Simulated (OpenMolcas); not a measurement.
# C²⁺: RASSCF and RASPT2 terms and fine-structure levels

Aim: the low terms and levels of C²⁺, with their order and spacing, then second-order correlation under several settings.

Program: OpenMolcas 26.06. Level of theory: state-averaged RASSCF and RASPT2, spin-orbit coupling by RASSI with atomic mean-field integrals. These are calculated values, not measurements, unless marked.

## (1) Starting point

- Species: C²⁺ (carbon, Z = 6, 4 electrons)
- Basis: ANO-RCC [8s8p4d3f2g], 91 functions
- Scalar Hamiltonian: DKH2, point nucleus
- Inactive shells: 1s
- Active space: 2 electrons in 9 orbitals (RAS2 2s 2p; RAS3 3d, at most 2 electrons)
- Some configurations of this space: 2p2, 2s 2p, 2s2
- Orbitals: optimised for each spin and parity, averaged over the low roots

Outer shells as boxes (Hund's rule):

2p2
```
2p [↑ ][↑ ][  ]
```

2s 2p
```
2s [↑ ]
2p [↑ ][  ][  ]
```

2s2
```
2s [↑↓]
```

The work runs as a chain of OpenMolcas steps in one folder; each step below is one input file. Labels, J, g values, rates, χT and fits are worked out afterwards by a script from the matrices that RASSI stores.

## (2) GATEWAY and SEWARD: basis and integrals

Input file a.inp:

```
&GATEWAY
Coord
1

C 0.0 0.0 0.0
Basis=ANO-RCC
Group=XYZ
NoMove
AngMom=0.0 0.0 0.0
AMFI
&SEWARD
```

## (3) A small preliminary run for start orbitals

Input file a.inp:

```
&RASSCF
FileOrb=start.orb
Symmetry=1
Spin=3
nActEl=2 0 0
Inactive=1 0
Ras2=1 3
CIRoot=3 3 1
SDav=3
CIMx=300
Iter=120 100
PrWF=0.3
OrbListing=Nothing
MaxOrb=0
Atom
>>> COPY $Project.JobIph JOBPRE
```

## (4) Reference wave functions, triplets of even parity, 3 roots

Input file a.inp:

```
&RASSCF
FileOrb=start.orb
Symmetry=1
Spin=3
nActEl=2 0 2
Inactive=1 0
Ras2=1 3
Ras3=5 0
CIRoot=3 3 1
SDav=18
CIMx=300
Iter=120 100
PrWF=0.3
OrbListing=Nothing
MaxOrb=0
Thrs=2.0e-7 1.0e-1 5.0e-4
Atom
>>> COPY $Project.JobIph JOB001
```

## (5) RASSCF: singlets of even parity, 7 roots

Input file a.inp:

```
&RASSCF
FileOrb=start.orb
Symmetry=1
Spin=1
nActEl=2 0 2
Inactive=1 0
Ras2=1 3
Ras3=5 0
CIRoot=7 7 1
SDav=27
CIMx=300
Iter=120 100
PrWF=0.3
OrbListing=Nothing
MaxOrb=0
Thrs=2.0e-7 1.0e-1 5.0e-4
Atom
LevShft=1.5
>>> COPY $Project.JobIph JOB002
```

## (6) Reference wave functions, triplets of odd parity, 3 roots

Input file a.inp:

```
&RASSCF
FileOrb=start.orb
Symmetry=2
Spin=3
nActEl=2 0 2
Inactive=1 0
Ras2=1 3
Ras3=5 0
CIRoot=3 3 1
SDav=18
CIMx=300
Iter=120 100
PrWF=0.3
OrbListing=Nothing
MaxOrb=0
Thrs=2.0e-7 1.0e-1 5.0e-4
Atom
>>> COPY $Project.JobIph JOB003
```

## (7) RASSCF: singlets of odd parity, 3 roots

a.inp, as its differences from that of step 6:

```diff
@@ -3,3 +3,3 @@
 Symmetry=2
-Spin=3
+Spin=1
 nActEl=2 0 2
@@ -17,2 +17,2 @@
 Atom
->>> COPY $Project.JobIph JOB003
+>>> COPY $Project.JobIph JOB004
```

## (8) State interaction with spin-orbit coupling

Input file a.inp:

```
&RASSI
NrOfJobIphs=4 3 7 3 3
1 2 3
1 2 3 4 5 6 7
1 2 3
1 2 3
IphNames
JOB001
JOB002
JOB003
JOB004
EJob
SpinOrbit
DIPRint=1.0
SOCoupling=1000.0
Subsets=2
MEES
Property=10
'ANGMOM' 1 'ANGMOM' 2 'ANGMOM' 3 'MLTPL  1' 1 'MLTPL  1' 2 'MLTPL  1' 3
'AMFI' 1 'AMFI' 2 'AMFI' 3 'MLTPL  2' 6
SOProperty=3
'ANGMOM' 1 'ANGMOM' 2 'ANGMOM' 3
```

## (9) CASPT2: IPEA 0.25, imaginary shift 0.1 (closed shells correlated: 1s)

Input file a.inp:

```
>>> COPY JOB001 $Project.JobIph
&CASPT2
Multistate=3 1 2 3
Frozen=0 0
IPEA=0.25
Imaginary=0.1
MaxIter=60
WThr=0.0 0.3 0.05
PrWF=0.5
NoMix
>>> COPY JOB002 $Project.JobIph
&CASPT2
Multistate=7 1 2 3 4 5 6 7
Frozen=0 0
IPEA=0.25
Imaginary=0.1
MaxIter=60
WThr=0.0 0.3 0.05
PrWF=0.5
NoMix
>>> COPY JOB003 $Project.JobIph
&CASPT2
Multistate=3 1 2 3
Frozen=0 0
IPEA=0.25
Imaginary=0.1
MaxIter=60
WThr=0.0 0.3 0.05
PrWF=0.5
NoMix
>>> COPY JOB004 $Project.JobIph
&CASPT2
Multistate=3 1 2 3
Frozen=0 0
IPEA=0.25
Imaginary=0.1
MaxIter=60
WThr=0.0 0.3 0.05
PrWF=0.5
NoMix
```

## (10) CASPT2: IPEA 0, imaginary shift 0.1 (closed shells correlated: 1s), extended multistate

Input file a.inp:

```
>>> COPY JOB001 $Project.JobIph
&CASPT2
XMultistate=3 1 2 3
Frozen=0 0
IPEA=0.0
Imaginary=0.1
MaxIter=60
WThr=0.0 0.3 0.05
PrWF=0.5
NoMix
>>> COPY JOB002 $Project.JobIph
&CASPT2
XMultistate=7 1 2 3 4 5 6 7
Frozen=0 0
IPEA=0.0
Imaginary=0.1
MaxIter=60
WThr=0.0 0.3 0.05
PrWF=0.5
NoMix
>>> COPY JOB003 $Project.JobIph
&CASPT2
XMultistate=3 1 2 3
Frozen=0 0
IPEA=0.0
Imaginary=0.1
MaxIter=60
WThr=0.0 0.3 0.05
PrWF=0.5
NoMix
>>> COPY JOB004 $Project.JobIph
&CASPT2
XMultistate=3 1 2 3
Frozen=0 0
IPEA=0.0
Imaginary=0.1
MaxIter=60
WThr=0.0 0.3 0.05
PrWF=0.5
NoMix
```

(Steps that only read results are left out.)

**Question.** What will these runs give? Wanted: lowest level; first excited level; strongest of the lines computed, by gA, at RASSCF energies.

**Answer**, as computed:

```
                                                  quantity                                                                     value
                                                    method  SS-RASPT2, IPEA 0.25, imaginary shift 0.1 (closed shells correlated: 1s)
                                              lowest level                                               2s2 1S0, 100 % of that term
                               ground level listed by NIST                                                                       1S0
                                       first excited level                                                 2s 2p 3P* 0 at 52430 cm-1
strongest of the lines computed, by gA, at RASSCF energies                          2s 2p 1P* 1 → 2s2 1S0, 95.4 nm, A = 1.88e+09 s⁻¹
```

What each method costs and misses:

```tsv
method	time of its own steps	time with the reference	mean absolute difference from the measured levels (cm-1)
A. RASSCF	31 s	31 s	1800
B. SS-RASPT2, IPEA 0.25, imaginary shift 0.1, +1s	6.8 s	38 s	360
C. XMS-RASPT2, IPEA 0, imaginary shift 0.1, +1s	6.1 s	37 s	490
```

Times are of one thread on a shared host.

Method B lies closest to the measured levels (360 cm⁻¹ on average) and A farthest (1800). Only the configurations of the active space and the roots asked for are present. Not all states of the active space went into the spin-orbit step. The levels of the extra active shells were not computed. Levels of other configurations are missing from the list.
